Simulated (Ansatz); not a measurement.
# MgAs (quartet): the correlation ladder at distance As1–Mg2 = 2.923 Å, cc-pVTZ

The task here is to estimate one member of a computed series from the others.

Method: cc-pVTZ, core rule «outside noble gas», up to 19 orbitals frozen; program: Ansatz 0.2.0, Gaussian basis.

To be run: UHF; CCSD(T) on ROHF; CCSD(T) on UHF; BCCD(T) on ROHF; CISD; CCSDT(Q) on ROHF; CCSDT(Q) on UHF; CASSCF and MRCISD+Q, 5 electrons in 5 orbitals; CASSCF and NEVPT2, 5 electrons in 5 orbitals.

21 further runs of the same task are left out: 6 for a known fault of the program, 1 for a mislabelled method, 11 that didn't finish, 3 set aside as unsound or not needed.

### The system

The geometry derives from a PBE0/def2-TZVP stationary point (not a proven minimum). One bond is set to the value named and the two fragments are kept rigid. No spin-orbit coupling is included. The filled d shell of As may be among the frozen orbitals whatever the setting's name suggests; the logs give the count.

2 atoms, charge 0, spin multiplicity 4.

Atoms are counted from 1 here; the program's logs count them from 0.

Bond lengths: As1–Mg2 2.923 Å.

Set-up of the first run:

in.yaml

```yaml
crystal:
  periodic: [false, false, false]
  atoms:
    - {symbol: As, position_ang: [0.000000, 0.000000, 0.000000]}
    - {symbol: Mg, position_ang: [0.000000, 0.000000, 2.923000]}
basis:
  gaussian: {orbitals: cc-pVTZ}
magnetization: {spin_polarized: true, initial_magnetization: 3}
hamiltonian: {xc: hf}
output: {orbitals: {seedname: orbitals}}
```

Run with:

```bash
ansatz run in.yaml --threads 1 --pin off --events-out ev --progress --plain --max-ram 2393MiB
```

Among the steps run: UHF; CCSD(T) on ROHF; CCSD(T) on UHF; BCCD(T) on ROHF; CISD; CCSDT(Q) on ROHF; CCSDT(Q) on UHF; CASSCF and MRCISD+Q, 5 electrons in 5 orbitals; CASSCF and NEVPT2, 5 electrons in 5 orbitals.

One of the session's tables, all rows but one given; the rest of the session is left out.

| method | from UCCSDT(Q) (meV) |
| --- | --- |
| ROHF | +3859.8 |
| UHF | +3587.4 |
| RMP2 | +808.8 |
| UMP2 | +804.8 |
| CISD | +349.3 |
| RCCSD | +218.9 |
| UCCSD | +184.4 |
| RCCSD(T) | +47.7 |
| UCCSD(T) | +35.9 |
| BCCD(T) | +48.3 |
| RCCSDT | +22.2 |
| UCCSDT | +7.4 |
| RCCSDT(Q) | +13.3 |
| UCCSDT(Q) | 0 |
| CASSCF pair | +3383.0 |
| NEVPT2 pair | +752.2 |
| MRCISD pair | +322.7 |
| MRCISD+Q pair | ? |

**Question.** Estimate the row for MRCISD+Q pair.

The run gave: from UCCSDT(Q) (meV): +58.9. In the column «from UCCSDT(Q) (meV)» it lies between BCCD(T) (+48.3) and UCCSD (+184.4).

Caveats from the session: Restricted and unrestricted rows rest on different reference determinants; where their highest levels disagree by more than a few hundredths of an eV, they describe different states and don't form one ladder.
